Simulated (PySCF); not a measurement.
**CH5Ga (SMILES [CH3][GaH2]): levels of theory compared**

Aim: a comparison of 6 runs (B3LYP/6-31G*, B3LYP/def2-SVPD, M06-L/def2-SVPD, SVWN5/def2-SVPD, r2SCAN/def2-SVPD, SCS-MP2/def2-SVPD) of CH5Ga. The job is set up through a Python script.

The results are computed with PySCF 2.14.0.

2 further runs of the same task are left out: 2 set aside as unsound or not needed.

### 1 The molecule

CH5Ga has 7 atoms, charge 0, and is taken as a singlet. As SMILES, `[CH3][GaH2]`. Geometry: relaxed at PBE0-D4/def2-TZVP.

Bond lengths: C1–Ga2 1.966 Å, C1–H3 1.096 Å, C1–H4 1.090 Å, C1–H5 1.092 Å, Ga2–H6 1.575 Å, Ga2–H7 1.574 Å. Angles: C1–Ga2–H6 120.1°, C1–Ga2–H7 121.1°, Ga2–C1–H3 108.8°, Ga2–C1–H4 112.4°, Ga2–C1–H5 111.3°, H6–Ga2–H7 118.8°, H3–C1–H4 107.8°, H3–C1–H5 107.0°, H4–C1–H5 109.3°.

### 2 A single-point energy at B3LYP/6-31G(d) (spherical functions) (run 1)

start.xyz reads:

```xyz
7

C     -0.632400    -0.456000    -0.459400
Ga     0.757000     0.507000     0.544700
H     -1.177800     0.260300    -1.083600
H     -0.216500    -1.221000    -1.115900
H     -1.362100    -0.913700     0.211700
H      0.374300     1.328300     1.832400
H      2.257500     0.495000     0.070100
```

run.py reads:

```python
from pyscf import gto, dft

system = gto.Mole()
system.atom = 'start.xyz'
system.verbose = 3
system.charge = 0
system.max_memory = 1860
system.basis = '6-31g*'
system.build()

myscf = dft.RKS(system)
myscf.xc = 'b3lyp'
myscf.grids.level = 5
myscf.conv_tol = 1e-10
myscf.kernel()
if not myscf.converged:
    myscf = myscf.newton().run(myscf.mo_coeff, myscf.mo_occ)

etot = myscf.e_tot
print(f'total energy: {etot:.8f} hartree')
```

Command:

```sh
$ OMP_NUM_THREADS=1 python run.py
```

The program printed:

```text
converged SCF energy = -1965.71697730366
total energy: -1965.71697730 hartree
```

Run time: 8.4 s. Hardware: 1 thread of Arm Neoverse V1, shared host; peak memory 0.31 GiB.

### 3 A single-point energy at B3LYP/def2-SVPD (run 2)

run.py reads:

```python
# [CH3][GaH2]
from pyscf import gto, dft

mol = gto.Mole()
mol.atom = '''
C     -0.632400    -0.456000    -0.459400
Ga     0.757000     0.507000     0.544700
H     -1.177800     0.260300    -1.083600
H     -0.216500    -1.221000    -1.115900
H     -1.362100    -0.913700     0.211700
H      0.374300     1.328300     1.832400
H      2.257500     0.495000     0.070100
'''
mol.spin = 0
mol.verbose = 3
mol.basis = 'def2-svpd'
mol.max_memory = 1860
mol.build()

myscf = dft.RKS(mol, xc='b3lyp')
myscf.conv_tol = 1e-10
myscf.grids.level = 5
myscf.kernel()
if not myscf.converged:
    myscf = myscf.newton().run(myscf.mo_coeff, myscf.mo_occ)

e_tot = myscf.e_tot
print('E(%s) = %.9f' % ('B3LYP', e_tot))
```

Command:

```sh
$ OMP_NUM_THREADS=1 python run.py
```

The program printed:

```text
converged SCF energy = -1965.72641540348
E(B3LYP) = -1965.726415403
```

Wall time 16 s (1 thread of Arm Neoverse V1, shared host); peak memory 0.5 GiB.

Runs 3 to 5 aren't shown in full; the table further down has their settings and results.

### 4 A single-point energy at SCS-MP2/def2-SVPD (run 6)

run.py reads:

```python
# [CH3][GaH2]
from pyscf import gto, mp

mol = gto.Mole()
mol.atom = '''
C     -0.632400    -0.456000    -0.459400
Ga     0.757000     0.507000     0.544700
H     -1.177800     0.260300    -1.083600
H     -0.216500    -1.221000    -1.115900
H     -1.362100    -0.913700     0.211700
H      0.374300     1.328300     1.832400
H      2.257500     0.495000     0.070100
'''
mol.max_memory = 1860
mol.charge = 0
mol.spin = 0
mol.basis = 'def2-svpd'
mol.verbose = 4
mol.build()

calc0 = mol.RHF()
calc0.conv_tol = 1e-10
calc0.kernel()
if not calc0.converged:
    calc0 = calc0.newton().run(calc0.mo_coeff, calc0.mo_occ)

pt = mp.MP2(calc0, frozen=10).run()
etot = calc0.e_tot + 1.2 * pt.e_corr_os + pt.e_corr_ss / 3
print('E(%s) = %.9f' % ('SCS-MP2', etot))
```

Command:

```sh
$ OMP_NUM_THREADS=1 python run.py
```

The program printed:

```text
PySCF version 2.14.0

[INPUT] num. atoms = 7
[INPUT] num. electrons = 42
[INPUT] charge = 0
[INPUT] spin (= nelec alpha-beta = 2S) = 0
[INPUT] symmetry False subgroup None
[INPUT] Mole.unit = angstrom
[INPUT] Symbol           X                Y                Z      unit          X                Y                Z       unit  Magmom
[INPUT]  1 C     -0.632400000000  -0.456000000000  -0.459400000000 AA   -1.195062801175  -0.861715112802  -0.868140181625 Bohr   0.0
[INPUT]  2 Ga     0.757000000000   0.507000000000   0.544700000000 AA    1.430522676296   0.958091145154   1.029333820051 Bohr   0.0
[INPUT]  3 H     -1.177800000000   0.260300000000  -1.083600000000 AA   -2.225719429513   0.491895710224  -2.047707228579 Bohr   0.0
[INPUT]  4 H     -0.216500000000  -1.221000000000  -1.115900000000 AA   -0.409125705968  -2.307355598094  -2.108745382402 Bohr   0.0
[INPUT]  5 H     -1.362100000000  -0.913700000000   0.211700000000 AA   -2.573995954270  -1.726642760015   0.400055020570 Bohr   0.0
[INPUT]  6 H      0.374300000000   1.328300000000   1.832400000000 AA    0.707324488425   2.510123211260   3.462734150653 Bohr   0.0
[INPUT]  7 H      2.257500000000   0.495000000000   0.070100000000 AA    4.266056726206   0.935414431660   0.132469801332 Bohr   0.0

nuclear repulsion = 102.840799813999
number of shells = 42
number of NR pGTOs = 160
number of NR cGTOs = 98
basis = def2-svpd
ecp = {}

******** <class 'pyscf.scf.hf.RHF'> ********
method = RHF
initial guess = minao
damping factor = 0
level_shift factor = 0
DIIS = <class 'pyscf.scf.diis.CDIIS'>
diis_start_cycle = 1
diis_space = 8
diis_damp = 0
SCF conv_tol = 1e-10
SCF conv_tol_grad = None
SCF max_cycles = 50
direct_scf = True
direct_scf_tol = 1e-13
Set gradient conv threshold to 1e-05
Initial guess from minao.
init E= -1963.03670216821
  HOMO = -0.292976342241027  LUMO = 0.00891539441501621  gap/eV = 8.21489
cycle= 1 E= -1963.7077256155  delta_E= -0.671  |g|= 0.256  |ddm|= 2.59
  HOMO = -0.406151275753915  LUMO = 0.0399455331415952  gap/eV = 12.13891
cycle= 2 E= -1963.7289491745  delta_E= -0.0212  |g|= 0.119  |ddm|= 0.389
  HOMO = -0.403519751126753  LUMO = 0.0489946769560694  gap/eV = 12.31354
cycle= 3 E= -1963.731261346  delta_E= -0.00231  |g|= 0.0446  |ddm|= 0.17
  HOMO = -0.403189466761376  LUMO = 0.0513727584935095  gap/eV = 12.36927
cycle= 4 E= -1963.73171139446  delta_E= -0.00045  |g|= 0.00361  |ddm|= 0.0689
  HOMO = -0.403520103494678  LUMO = 0.0508500792305413  gap/eV = 12.36404
cycle= 5 E= -1963.73171845449  delta_E= -7.06e-06  |g|= 0.00092  |ddm|= 0.0105
  HOMO = -0.403779766742013  LUMO = 0.050871113355909  gap/eV = 12.37168
cycle= 6 E= -1963.73171882195  delta_E= -3.67e-07  |g|= 0.000261  |ddm|= 0.0026
  HOMO = -0.403717153086431  LUMO = 0.0509112364831581  gap/eV = 12.37107
cycle= 7 E= -1963.73171886422  delta_E= -4.23e-08  |g|= 5.97e-05  |ddm|= 0.000878
  HOMO = -0.403730390116312  LUMO = 0.0509068267506048  gap/eV = 12.37131
cycle= 8 E= -1963.73171886669  delta_E= -2.46e-09  |g|= 9.74e-06  |ddm|= 0.000258
  HOMO = -0.40372918301391  LUMO = 0.0509073099401767  gap/eV = 12.37129
cycle= 9 E= -1963.73171886676  delta_E= -7.19e-11  |g|= 2.22e-06  |ddm|= 3.75e-05
  HOMO = -0.403729192508961  LUMO = 0.0509073519632222  gap/eV = 12.37129
Extra cycle  E= -1963.73171886676  delta_E= -7.28e-12  |g|= 1.04e-06  |ddm|= 5.38e-06
converged SCF energy = -1963.73171886676

******** <class 'pyscf.mp.mp2.RMP2'> ********
nocc = 11, nmo = 88
frozen orbitals 10
E(RMP2) = -1964.11458317456  E_corr = -0.382864307791473
E(SCS-RMP2) = -1964.10542089166  E_corr = -0.37370202489989
E_corr(same-spin) = -0.0989251666729357
E_corr(oppo-spin) = -0.283939141118537
E(SCS-MP2) = -1964.105420892
```

It took 2.5 s on 1 thread of Arm Neoverse V1, shared host; peak memory 0.24 GiB.

### 5 The series

| run | level | integration grid | frozen core orbitals | energy (Eh) | dipole moment (D) of the reference | HOMO energy (eV) | LUMO energy (eV) | wall time |
| --- | --- | --- | --- | --- | --- | --- | --- | --- |
| 1 | B3LYP/6-31G* (spherical functions) | 5 | – | -1965.716977 | 0.78 | -7.69 | -1.61 | 8.4 s |
| 2 | B3LYP/def2-SVPD | 5 | – | -1965.726415 | 0.70 | -7.85 | -1.69 | 16 s |
| 3 | M06-L/def2-SVPD | 5 | – | -1965.609319 | 0.64 | -6.93 | -1.70 | 33 s |
| 4 | SVWN5/def2-SVPD | 5 | – | -1962.236322 | 0.74 | -6.96 | -2.47 | 10 s |
| 5 | r2SCAN/def2-SVPD | 5 | – | -1965.632782 | 0.73 | -7.11 | -1.89 | 33 s |
| 6 | SCS-MP2/def2-SVPD | – | 10 | -1964.105421 | 0.63 | -10.99 | 1.39 | 2.5 s |

### 6 What came out

| quantity | value |
| --- | --- |
| run 6: total energy | -1964.10542 Eh |
| run 6: dipole moment (Hartree–Fock density) | 0.63 D |
| run 6: HOMO energy (Hartree–Fock orbitals) | -10.99 eV |
| run 6: LUMO energy (Hartree–Fock orbitals) | 1.39 eV |
| run 6: HOMO–LUMO gap (Hartree–Fock orbitals) | 12.37 eV |
| run 6: correlation energy (10 core orbitals frozen) | -373.7 mEh |

Over runs 1, 2, 3, 4, 5 the dipole moment (its size) runs from 0.64 D (M06-L/def2-SVPD) to 0.78 D (B3LYP/6-31G*). The two ends differ in method and basis. Over runs 1, 2, 3, 4, 5 the HOMO–LUMO gap runs from 4.49 eV (SVWN5/def2-SVPD) to 6.15 eV (B3LYP/def2-SVPD). Totals of different functionals can't be ranked against each other. All runs together took 1.7 min, the longest 33 s.
